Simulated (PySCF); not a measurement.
# C3H9As: NMR shieldings, part 2 of 2

PySCF 2.14.0. Atoms count from 0.

## 6. NMR shieldings: PBE/pcSseg-1 As:us-x2c-TZVPall-2c in dichloromethane, spin–orbit

Job settings and geometry (Å):

```
{"job": {"xc": "PBE", "basis": {"default": "pcSseg-1", "As": "us-x2c-TZVPall-2c"}, "rel": "so", "solvent": "dichloromethane", "kind": "hnmr"}, "charge": 0, "multiplicity": 1}
C     -0.422206     1.618592     0.391158
As    -0.210283    -0.212410     1.099820
C      1.593809    -0.527645     0.360460
C     -1.204436    -1.123404    -0.343173
H     -0.163395     1.655877    -0.665914
H      0.221478     2.309738     0.933409
H     -1.451671     1.953097     0.510917
H      1.632931    -0.254037    -0.692873
H      1.864585    -1.577945     0.459450
H      2.331472     0.062590     0.902410
H     -0.862168    -0.786031    -1.320347
H     -1.064417    -2.201388    -0.276580
H     -2.270087    -0.916549    -0.255057
```

Level: PBE/pcSseg-1 As:us-x2c-TZVPall-2c GIAO NMR shielding, X2C with spin-orbit coupling, screened-nuclear two-electron part, Gaussian nuclei, IEF-PCM dichloromethane.

Standard output:

```text
spin-free SCF
coarse grid: 45120 points
cycle   1  E = -2379.9539307896  dE = -7.193e-02  |g| = 7.400e-01  |ddm| = 3.293e+00
cycle   2  E = -2379.7540769388  dE =  1.999e-01  |g| = 1.145e+00  |ddm| = 1.537e+00
cycle   3  E = -2380.0676249978  dE = -3.135e-01  |g| = 8.099e-02  |ddm| = 1.010e+00
cycle   4  E = -2380.0695592765  dE = -1.934e-03  |g| = 1.985e-02  |ddm| = 1.288e-01
cycle   5  E = -2380.0696644367  dE = -1.052e-04  |g| = 1.309e-02  |ddm| = 3.828e-02
cycle   6  E = -2380.0696882413  dE = -2.380e-05  |g| = 9.554e-04  |ddm| = 9.391e-03
cycle   7  E = -2380.0696884242  dE = -1.829e-07  |g| = 1.728e-04  |ddm| = 9.950e-04
final grid: 95048 points
cycle   8  E = -2380.0695940342  dE = -1.418e-07  |g| = 2.051e-04  |ddm| = 1.664e-03
cycle   9  E = -2380.0695940232  dE =  1.095e-08  |g| = 3.032e-04  |ddm| = 4.761e-04
cycle  10  E = -2380.0695940448  dE = -2.162e-08  |g| = 5.076e-05  |ddm| = 2.789e-04
cycle  11  E = -2380.0695940453  dE = -4.256e-10  |g| = 4.978e-06  |ddm| = 3.863e-05
converged SCF energy = -2380.0695940453
two-component SCF
cycle   1  E = -2380.0246839982  dE = -2.380e+03  |FDS-SDF| = 6.324e+00
cycle   2  E = -2380.1207080192  dE = -9.602e-02  |FDS-SDF| = 6.658e-03
cycle   3  E = -2380.1207080596  dE = -4.036e-08  |FDS-SDF| = 1.313e-03
cycle   4  E = -2380.1207079966  dE =  6.297e-08  |FDS-SDF| = 1.263e-03
cycle   5  E = -2380.1207081719  dE = -1.753e-07  |FDS-SDF| = 7.870e-05
cycle   6  E = -2380.1207081734  dE = -1.500e-09  |FDS-SDF| = 2.365e-05
converged, E = -2380.1207081734

Field gradients (au) and densities at the nuclei (bohr^-3)
atom        Vxx        Vyy        Vzz        centre      nuclear mean
  0 C     -0.0363    -0.0490     0.0852        114.396        114.396
  1 As     1.2702     1.2709    -2.5411      31748.272      31728.871
  2 C     -0.0363    -0.0490     0.0853        114.396        114.396
  3 C     -0.0363    -0.0489     0.0852        114.396        114.396
  4 H     -0.1564    -0.1602     0.3165          0.381          0.381
  5 H     -0.1572    -0.1596     0.3169          0.381          0.381
  6 H     -0.1572    -0.1596     0.3169          0.381          0.381
  7 H     -0.1563    -0.1601     0.3164          0.381          0.381
  8 H     -0.1571    -0.1596     0.3167          0.381          0.381
  9 H     -0.1571    -0.1596     0.3167          0.381          0.381
 10 H     -0.1564    -0.1601     0.3165          0.381          0.381
 11 H     -0.1572    -0.1596     0.3168          0.381          0.381
 12 H     -0.1572    -0.1596     0.3167          0.381          0.381
without picture change
  1 As                          -2.6162                     47209.236

Core orbital energies (eV)
atom   shell        mean    spread
  1 As 1s       -11706.477   0.000
  1 As 2s        -1485.094   0.000
  1 As 3s         -188.740   0.000
  1 As 4s          -16.526   0.000
  1 As 2p1/2     -1326.595   0.000
  1 As 2p3/2     -1290.478   0.030
  1 As 3p1/2      -135.523   0.000
  1 As 3p3/2      -130.542   0.095
  1 As 3d3/2       -39.650   0.106
  1 As 3d5/2       -38.964   0.139

Shielding tensors (ppm)
atom      isotropic    diamagn.    paramagn.     s11        s22        s33       span
  0 C       167.44      249.39      -81.95     155.95     159.10     187.26      31.31
  1 As     1604.30     2762.78    -1158.48    1575.05    1618.76    1619.10      44.05
  2 C       167.43      249.38      -81.95     155.98     159.06     187.26      31.29
  3 C       167.45      249.40      -81.95     156.04     159.05     187.27      31.23
  4 H        30.68       31.64       -0.96      26.71      28.47      36.85      10.15
  5 H        30.36       29.79        0.57      25.82      27.19      38.07      12.25
  6 H        30.36       29.83        0.53      25.82      27.19      38.06      12.24
  7 H        30.67       31.63       -0.96      26.70      28.47      36.85      10.15
  8 H        30.36       29.82        0.53      25.82      27.19      38.06      12.24
  9 H        30.36       29.79        0.57      25.82      27.19      38.06      12.24
 10 H        30.67       31.66       -0.98      26.70      28.47      36.85      10.15
 11 H        30.36       29.85        0.51      25.82      27.19      38.07      12.24
 12 H        30.36       29.84        0.51      25.82      27.19      38.06      12.24
```

Run time: 47 s. Hardware: 1 thread of Arm Neoverse N1, shared host; peak memory 1.1 GiB.

Key values:

| quantity | value |
| --- | --- |
| energy from spin-orbit coupling | -0.0511 Eh |

## 7. NMR shieldings: PBE/pcSseg-1 As:us-x2c-TZVPall-2c in dichloromethane, spin-free

The job, as its differences from that of step 6:

```diff
@@ -1,2 +1,2 @@
-{"job": {"xc": "PBE", "basis": {"default": "pcSseg-1", "As": "us-x2c-TZVPall-2c"}, "rel": "so", "solvent": "dichloromethane", "kind": "hnmr"}, "charge": 0, "multiplicity": 1}
+{"job": {"xc": "PBE", "basis": {"default": "pcSseg-1", "As": "us-x2c-TZVPall-2c"}, "rel": "sf", "solvent": "dichloromethane", "kind": "hnmr"}, "charge": 0, "multiplicity": 1}
 C     -0.422206     1.618592     0.391158
```

With the program's defaults for keys left out, this is: PBE/pcSseg-1 As:us-x2c-TZVPall-2c GIAO NMR shielding, spin-free X2C, Gaussian nuclei, IEF-PCM dichloromethane.

Standard output:

```text
spin-free SCF
coarse grid: 45120 points
cycle   1  E = -2379.9539307896  dE = -7.193e-02  |g| = 7.400e-01  |ddm| = 3.293e+00
cycle   2  E = -2379.7540769388  dE =  1.999e-01  |g| = 1.145e+00  |ddm| = 1.537e+00
cycle   3  E = -2380.0676249978  dE = -3.135e-01  |g| = 8.099e-02  |ddm| = 1.010e+00
cycle   4  E = -2380.0695592765  dE = -1.934e-03  |g| = 1.985e-02  |ddm| = 1.288e-01
cycle   5  E = -2380.0696644367  dE = -1.052e-04  |g| = 1.309e-02  |ddm| = 3.828e-02
cycle   6  E = -2380.0696882413  dE = -2.380e-05  |g| = 9.554e-04  |ddm| = 9.391e-03
cycle   7  E = -2380.0696884242  dE = -1.829e-07  |g| = 1.728e-04  |ddm| = 9.950e-04
final grid: 95048 points
cycle   8  E = -2380.0695940342  dE = -1.418e-07  |g| = 2.051e-04  |ddm| = 1.664e-03
cycle   9  E = -2380.0695940232  dE =  1.095e-08  |g| = 3.032e-04  |ddm| = 4.761e-04
cycle  10  E = -2380.0695940448  dE = -2.162e-08  |g| = 5.076e-05  |ddm| = 2.789e-04
cycle  11  E = -2380.0695940453  dE = -4.256e-10  |g| = 4.978e-06  |ddm| = 3.863e-05
converged SCF energy = -2380.0695940453
check of the scalar solution
cycle   1  E = -2380.0695940453  dE = -2.380e+03  |FDS-SDF| = 4.978e-06
cycle   2  E = -2380.0695940453  dE = -1.364e-12  |FDS-SDF| = 7.841e-06
converged, E = -2380.0695940453

Field gradients (au) and densities at the nuclei (bohr^-3)
atom        Vxx        Vyy        Vzz        centre      nuclear mean
  0 C     -0.0363    -0.0489     0.0852        114.396        114.396
  1 As     1.2697     1.2703    -2.5400      31746.547      31727.146
  2 C     -0.0363    -0.0489     0.0852        114.396        114.396
  3 C     -0.0363    -0.0489     0.0852        114.396        114.396
  4 H     -0.1564    -0.1602     0.3165          0.381          0.381
  5 H     -0.1572    -0.1596     0.3168          0.381          0.381
  6 H     -0.1572    -0.1596     0.3169          0.381          0.381
  7 H     -0.1563    -0.1601     0.3164          0.381          0.381
  8 H     -0.1571    -0.1596     0.3167          0.381          0.381
  9 H     -0.1571    -0.1596     0.3167          0.381          0.381
 10 H     -0.1564    -0.1601     0.3165          0.381          0.381
 11 H     -0.1572    -0.1596     0.3168          0.381          0.381
 12 H     -0.1572    -0.1596     0.3167          0.381          0.381
without picture change
  1 As                          -2.6151                     47209.597

Core orbital energies (eV)
atom   shell        mean    spread
  1 As 1s       -11706.635   0.000
  1 As 2s        -1485.122   0.000
  1 As 3s         -188.744   0.000
  1 As 4s          -16.527   0.000
  1 As 2p        -1302.352   0.044
  1 As 3p         -132.178   0.141
  1 As 3d          -39.239   0.161

Shielding tensors (ppm)
atom      isotropic    diamagn.    paramagn.     s11        s22        s33       span
  0 C       163.02      249.11      -86.09     147.68     154.76     186.62      38.94
  1 As     1394.69     2887.95    -1493.26    1340.28    1421.71    1422.08      81.79
  2 C       163.01      249.10      -86.09     147.69     154.72     186.62      38.92
  3 C       163.03      249.12      -86.09     147.76     154.71     186.62      38.86
  4 H        30.84       31.64       -0.80      26.94      28.73      36.85       9.91
  5 H        30.45       29.79        0.66      25.97      27.31      38.07      12.10
  6 H        30.45       29.82        0.63      25.97      27.32      38.06      12.09
  7 H        30.84       31.63       -0.80      26.93      28.73      36.85       9.91
  8 H        30.45       29.82        0.63      25.97      27.31      38.06      12.09
  9 H        30.45       29.79        0.66      25.97      27.31      38.06      12.09
 10 H        30.84       31.65       -0.82      26.93      28.73      36.85       9.92
 11 H        30.45       29.84        0.61      25.97      27.31      38.07      12.09
 12 H        30.45       29.84        0.61      25.97      27.32      38.06      12.09
```

Wall time 22 s (1 thread of Arm Neoverse N1, shared host); peak memory 0.92 GiB.

## 8. Shieldings side by side

| run | As1 | C2 | C3 | C0 | H4 | H7 | H10 | time |
| --- | --- | --- | --- | --- | --- | --- | --- | --- |
| step 2, PBE/pcSseg-1 As:us-x2c-TZVPall-2c, spin–orbit | 1600.8 | 166.8 | 166.8 | 166.8 | 30.8 | 30.8 | 30.8 | 45 s |
| step 3, PBE/pcSseg-1 As:us-x2c-TZVPall-2c, spin-free | 1391.6 | 162.3 | 162.4 | 162.4 | 30.9 | 30.9 | 30.9 | 21 s |
| step 4, PBE/pcSseg-1 As:us-x2c-TZVPall-2c in water, spin–orbit | 1605.0 | 167.6 | 167.6 | 167.6 | 30.6 | 30.6 | 30.6 | 47 s |
| step 5, PBE/pcSseg-1 As:us-x2c-TZVPall-2c in water, spin-free | 1395.3 | 163.1 | 163.2 | 163.2 | 30.8 | 30.8 | 30.8 | 22 s |
| step 6, PBE/pcSseg-1 As:us-x2c-TZVPall-2c in dichloromethane, spin–orbit | 1604.3 | 167.4 | 167.5 | 167.4 | 30.7 | 30.7 | 30.7 | 47 s |
| step 7, PBE/pcSseg-1 As:us-x2c-TZVPall-2c in dichloromethane, spin-free | 1394.7 | 163.0 | 163.0 | 163.0 | 30.8 | 30.8 | 30.8 | 22 s |

## 9. Summary of results

This closing draws on all 2 parts.

| quantity | value |
| --- | --- |
| energy from spin-orbit coupling (step 2, PBE/pcSseg-1 As:us-x2c-TZVPall-2c, spin–orbit) | -0.0511 Eh |
| shieldings (step 2, PBE/pcSseg-1 As:us-x2c-TZVPall-2c, spin–orbit) | C0 166.8, As1 1600.8, C2 166.8, C3 166.8 ppm |
| shieldings (step 3, PBE/pcSseg-1 As:us-x2c-TZVPall-2c, spin-free) | C0 162.4, As1 1391.6, C2 162.3, C3 162.4 ppm |
| energy from spin-orbit coupling (step 4, PBE/pcSseg-1 As:us-x2c-TZVPall-2c in water, spin–orbit) | -0.0511 Eh |
| shieldings (step 4, PBE/pcSseg-1 As:us-x2c-TZVPall-2c in water, spin–orbit) | C0 167.6, As1 1605.0, C2 167.6, C3 167.6 ppm |
| shieldings (step 5, PBE/pcSseg-1 As:us-x2c-TZVPall-2c in water, spin-free) | C0 163.2, As1 1395.3, C2 163.1, C3 163.2 ppm |
| energy from spin-orbit coupling (step 6, PBE/pcSseg-1 As:us-x2c-TZVPall-2c in dichloromethane, spin–orbit) | -0.0511 Eh |
| shieldings (step 6, PBE/pcSseg-1 As:us-x2c-TZVPall-2c in dichloromethane, spin–orbit) | C0 167.4, As1 1604.3, C2 167.4, C3 167.5 ppm |
| shieldings (step 7, PBE/pcSseg-1 As:us-x2c-TZVPall-2c in dichloromethane, spin-free) | C0 163.0, As1 1394.7, C2 163.0, C3 163.0 ppm |

What this shows: As1 moves most between the runs, by 213 ppm; the labels say what changes from run to run.
